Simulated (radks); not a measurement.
# Ti in [Ar] 3d2 4s2: an all-electron calculation

An exercise on one series of results from a longer session: the logs are not shown, and one member is left open.

Method: non-relativistic Kohn-Sham, AM05, spin-polarised, spherical densities, point nucleus; open shells are filled with parallel spins first. Code: radks (a radial shooting solver on a logarithmic mesh, Libxc functionals) version 1.

## Starting point

| Property | Result |
| --- | --- |
| element | titanium (Z = 22) |
| charge | 0 |
| electrons | 22 |
| configuration | [Ar] 3d2 4s2 |

The outer shells:

Ti
```
[Ar] core
3d [↑ ][↑ ][  ][  ][  ]
4s [↑↓]
```

The first run:

Input:

```text
Z 22
configuration [Ar] 3d2 4s2
relativity non-relativistic
functional am05,am05
spin polarised
nucleus point
```

The run is started by

```
$ python run_ks.py task.json out
```

This one command runs every case of the session in turn.

One of the session's tables, all rows but one given; the rest of the session is left out.

It belongs to the step «Radial structure». From the orbitals of this run (lengths in bohr):

```
  level      <r>  outermost maximum (interpolated)  90 % within  nodes
1s down  0.07028                            0.0462        0.125      0
  1s up  0.07028                            0.0462        0.125      0
  2s up   0.3284                             0.272        0.510      1
2s down   0.3281                             0.272        0.509      1
  2p up   0.2914                             0.221        0.479      0
2p down        ?                                 ?            ?      ?
  3s up    1.016                             0.876         1.52      2
3s down    1.016                             0.877         1.52      2
  3p up    1.089                             0.904         1.68      1
3p down    1.090                             0.905         1.68      1
  3d up    1.564                             0.975         2.77      0
  4s up    3.460                              2.88         5.21      3
4s down    3.655                              3.05         5.52      3
3d down    1.675                             0.981         3.06      0
```

Q: Estimate the row for 2p down from the others.

The run gave: <r>: 0.2910; outermost maximum (interpolated): 0.221; 90 % within: 0.478; nodes: 0. In the column «<r>» it lies between 1s up (0.07028) and 2p up (0.2914).

Limits of these values: Open shells are spherical and high-spin; term and fine-structure splittings are not resolved.
